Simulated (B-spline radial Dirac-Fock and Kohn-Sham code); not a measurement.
# Inner shells of Zn⁺

Wanted for Zn⁺: the binding energy of each subshell and its photoionisation cross sections.

Method: a free atom or ion on a radial basis; each step names its model; computed with B-spline radial Dirac-Fock and Kohn-Sham code, version 3.

### 1 What is computed

Zn⁺, configuration [Ar] 3d9 4s2 (not the ground configuration).

```
nuclear charge     : 30
electrons          : 29
mass number        : 64
nuclear rms radius : 3.9283 fm
```

### 2 Hole states by ΔSCF

Model: Dirac-Fock average of configuration, Delta-SCF, finite nucleus, first-order Breit with its frequency dependence, self-energy and vacuum polarisation.

The run's settings:

```ini
task = binding
Z = 30
charge = 1
configuration = 1s2 2s2 2p6 3s2 3p6 3d9 4s2
mass_number = 64
rms_radius = 3.9283  # fm
```

Results of the run (chosen fields of its result record, rounded):

```text
status: converged
shells: ["K", "L1", "L2", "L3", "M1", "M2", "M3", "M4,5", "N1"]
total_energy_parts [Ha]: [-1794.07324, 0.838672502, -0.0768068479, -0.00265811136, 0.560664322, -0.0511234203]
koopmans [eV]: [9752.78, 1252.65, 1099.96, 1075.79, 175.528, 124.883, 121.565, 38.3291, 18.5236]
dirac_coulomb [eV]: [9705.02, 1229.03, 1074.34, 1050.49, 169.278, 118.808, 115.654, 33.2081, 18.2591]
gaunt [eV]: [-13.1178, -0.88749, -1.68648, -1.16707, -0.0888943, -0.175179, -0.103544, 0.0135542, -0.00605669]
retardation [eV]: [0.814076, 0.0273581, 0.177992, 0.178132, 0.00212982, 0.0204412, 0.020328, -0.00206581, 0.000336683]
breit_frequency [eV]: [0.0313226, -0.00409871, -0.000615137, 0.0140311, -0.000576355, -0.00023824, 0.00183124, -0.000160581, -2.50656e-05]
self_energy [eV]: [-6.44739, -0.668887, 0.0829788, 0.0278222, -0.0985012, 0.0142471, 0.00687666, 0.00926172, -0.00594536]
vacuum_polarisation [eV]: [0.599391, 0.0580352, -0.00488891, -0.0052561, 0.00831704, -0.000978933, -0.00103454, -0.00073685, 0.000500022]
binding [eV]: [9686.9, 1227.55, 1072.91, 1049.54, 169.101, 118.667, 115.578, 33.2279, 18.2479]
mean_radius [bohr]: [0.0502816, 0.224971, 0.195776, 0.199118, 0.675861, 0.701419, 0.711091, 0.826673, 2.37237]
```

total_energy_parts: Dirac-Coulomb, Gaunt, retardation, frequency dependence, self-energy, vacuum polarisation. 

Each level as Koopmans' value plus corrections (eV):

| level | -ε | relaxation | Breit | QED | binding |
| --- | --- | --- | --- | --- | --- |
| K (1s) | 9752.8 | -47.76 | -12.27 | -5.85 | 9686.9 |
| L1 (2s) | 1252.6 | -23.62 | -0.86 | -0.61 | 1227.6 |
| L2 (2p1/2) | 1100.0 | -25.62 | -1.51 | 0.08 | 1072.9 |
| L3 (2p3/2) | 1075.8 | -25.30 | -0.97 | 0.02 | 1049.5 |
| M1 (3s) | 175.5 | -6.25 | -0.09 | -0.09 | 169.1 |
| M2 (3p1/2) | 124.9 | -6.07 | -0.15 | 0.01 | 118.7 |
| M3 (3p3/2) | 121.6 | -5.91 | -0.08 | 0.01 | 115.6 |
| M4,5 (3d) | 38.33 | -5.12 | 0.01 | 0.01 | 33.23 |
| N1 (4s) | 18.52 | -0.26 | -0.01 | -0.01 | 18.25 |

X-ray lines as differences of these levels:

| line | energy (eV) |
| --- | --- |
| Kβ1 (K-M3) | 9571.3 |
| Kβ3 (K-M2) | 9568.2 |
| Kα1 (K-L3) | 8637.4 |
| Kα2 (K-L2) | 8614.0 |
| Lβ3 (L1-M3) | 1112.0 |
| Lβ4 (L1-M2) | 1108.9 |
| Lγ5 (L2-N1) | 1054.7 |
| Lβ6 (L3-N1) | 1031.3 |
| Lη (L2-M1) | 903.8 |
| Lℓ (L3-M1) | 880.4 |

### 3 Subshell cross sections

Model: independent-particle photoionisation: Dirac-Hartree-Slater potential of the initial state with a Latter tail for bound and continuum orbitals, all multipoles (length form near threshold, velocity form far above), thresholds from Dirac-Fock Delta-SCF.

Settings, as recorded:

```ini
task = photo
photon_energy = [60, 69.1, 100, 164.0, 181.0, 202.0, 4000, 5414.7, 6000, 15000, 17300.0, 22162.9, 71900.0, 150000, 187000.0, 193000.0]  # eV
```

Results of the run (chosen fields of its result record, rounded):

```text
status: converged
shells: ["K", "L1", "L2", "L3", "M1", "M2", "M3", "M4", "M5", "N1"]
occupation: [2.0, 2.0, 2.0, 4.0, 2.0, 2.0, 4.0, 3.6, 5.4, 2.0]
threshold [eV]: [9686.9, 1227.55, 1072.91, 1049.54, 169.101, 118.667, 115.578, 33.4904, 33.0529, 18.2479]
sigma [Mb]:
  - ["K", "-", "-", "-", "-", "-", "-", "-", "-", "-", 0.00774, 0.00527, 0.00266, 8.56e-05, 9.16e-06, 4.7e-06, 4.27e-06]
  - ["L1", "-", "-", "-", "-", "-", "-", 0.0131, 0.00682, 0.00542, 0.000593, 0.00041, 0.000213, 7.67e-06, 8.54e-07, 4.42e-07, 4.02e-07]
  - ["L2", "-", "-", "-", "-", "-", "-", 0.00825, 0.00323, 0.00233, 0.000111, 6.77e-05, 2.84e-05, 4.01e-07, 2.83e-08, 1.31e-08, 1.18e-08]
  - ["L3", "-", "-", "-", "-", "-", "-", 0.0155, 0.00599, 0.00432, 0.000198, 0.00012, 4.97e-05, 6.46e-07, 4.24e-08, 1.92e-08, 1.72e-08]
  - ["M1", "-", "-", "-", "-", 0.28, 0.26, 0.00198, 0.00102, 0.000806, 8.77e-05, 6.07e-05, 3.16e-05, 1.15e-06, 1.28e-07, 6.65e-08, 6.05e-08]
  - ["M2", "-", "-", "-", 0.215, 0.238, 0.252, 0.000988, 0.000405, 0.000296, 1.53e-05, 9.42e-06, 4e-06, 5.87e-08, 4.19e-09, 1.94e-09, 1.74e-09]
  - ["M3", "-", "-", "-", 0.491, 0.529, 0.55, 0.00185, 0.000749, 0.000547, 2.73e-05, 1.67e-05, 6.99e-06, 9.43e-08, 6.25e-09, 2.83e-09, 2.53e-09]
  - ["M4", 3.07, 3.33, 3.06, 1.77, 1.51, 1.24, 0.000109, 3.22e-05, 2.11e-05, 4.19e-07, 2.24e-07, 7.45e-08, 3.73e-10, 1.5e-11, 5.96e-12, 5.23e-12]
  - ["M5", 4.7, 5.06, 4.6, 2.63, 2.24, 1.84, 0.000157, 4.62e-05, 3.02e-05, 5.88e-07, 3.13e-07, 1.03e-07, 4.88e-10, 1.89e-11, 7.48e-12, 6.57e-12]
  - ["N1", 0.125, 0.112, 0.0797, 0.0432, 0.0376, 0.0322, 0.000161, 8.24e-05, 6.53e-05, 7.11e-06, 4.92e-06, 2.56e-06, 9.32e-08, 1.04e-08, 5.41e-09, 4.92e-09]
beta_dipole:
  - ["K", "-", "-", "-", "-", "-", "-", "-", "-", "-", 2.0, 2.0, 2.0, 1.98, 1.93, 1.89, 1.89]
  - ["L1", "-", "-", "-", "-", "-", "-", 2.0, 2.0, 2.0, 2.0, 2.0, 2.0, 1.98, 1.93, 1.89, 1.88]
  - ["L2", "-", "-", "-", "-", "-", "-", 1.3, 1.18, 1.13, 0.707, 0.645, 0.542, 0.148, -0.0925, -0.178, -0.191]
  - ["L3", "-", "-", "-", "-", "-", "-", 1.31, 1.19, 1.14, 0.679, 0.608, 0.487, -0.0542, -0.445, -0.57, -0.588]
  - ["M1", "-", "-", "-", "-", 2.0, 2.0, 2.0, 2.0, 2.0, 2.0, 2.0, 2.0, 1.98, 1.93, 1.89, 1.88]
  - ["M2", "-", "-", "-", 0.0966, 0.481, 0.792, 1.23, 1.11, 1.06, 0.667, 0.61, 0.515, 0.141, -0.0955, -0.18, -0.193]
  - ["M3", "-", "-", "-", 0.188, 0.538, 0.823, 1.24, 1.12, 1.07, 0.636, 0.569, 0.456, -0.0646, -0.449, -0.574, -0.591]
  - ["M4", 0.0494, 0.177, 0.505, 0.862, 0.921, 0.98, 0.637, 0.536, 0.503, 0.259, 0.227, 0.168, -0.194, -0.587, -0.717, -0.735]
  - ["M5", 0.0618, 0.193, 0.522, 0.875, 0.932, 0.99, 0.628, 0.53, 0.499, 0.273, 0.245, 0.193, -0.126, -0.506, -0.642, -0.661]
  - ["N1", 2.0, 2.0, 2.0, 2.0, 2.0, 2.0, 2.0, 2.0, 2.0, 2.0, 2.0, 2.0, 1.98, 1.93, 1.89, 1.88]
```

Rows start with the subshell; columns follow the photon energies; blanks lie below or just at threshold.

Summed over subshells:

| hν (eV) | total (kb) | K (%) | L (%) | M (%) | N (%) |
| --- | --- | --- | --- | --- | --- |
| 60.000 | 7890 | - | - | 98.4 | 1.6 |
| 69.100 | 8500 | - | - | 98.7 | 1.3 |
| 100.00 | 7740 | - | - | 99.0 | 1.0 |
| 164.00 | 5150 | - | - | 99.2 | 0.8 |
| 181.00 | 4830 | - | - | 99.2 | 0.8 |
| 202.00 | 4170 | - | - | 99.2 | 0.8 |
| 4000.0 | 42.1 | - | 87.5 | 12.1 | 0.4 |
| 5414.7 | 18.4 | - | 87.3 | 12.2 | 0.4 |
| 6000.0 | 13.8 | - | 87.2 | 12.3 | 0.5 |
| 15000 | 8.78 | 88.1 | 10.3 | 1.5 | 0.1 |
| 17300 | 5.96 | 88.4 | 10.0 | 1.5 | 0.1 |
| 22163 | 2.99 | 88.8 | 9.7 | 1.4 | 0.1 |
| 71900 | 0.0957 | 89.4 | 9.1 | 1.4 | 0.1 |
| 150000 | 0.0102 | 89.5 | 9.0 | 1.4 | 0.1 |
| 187000 | 0.00525 | 89.5 | 9.0 | 1.4 | 0.1 |
| 193000 | 0.00477 | 89.5 | 9.0 | 1.4 | 0.1 |

### 4 What came out

| quantity | value |
| --- | --- |
| deepest level listed, K (1s) | 9686.9 eV |
| least bound, N1 (4s) | 18.25 eV |
| Kα1 | 8637.4 eV |
| total at 4000.0 eV | 42.1 kb |
| strongest subshell at 4000.0 eV | L3 (2p3/2), 15.5 kb, β = 1.31 |

**Reading.** The K (1s) level lies 47.8 eV under Koopmans' value by relaxation alone; Breit gives -12.27 and QED -5.85 eV. L3 (2p3/2) leads at 4000.0 eV with 37 % of the total, and the K shell holds 90 % at 193000 eV. Under 200 eV, coupling between channels can change such values by tens of per cent. The Hartree-Fock and Dirac-Fock values hold no electron correlation.
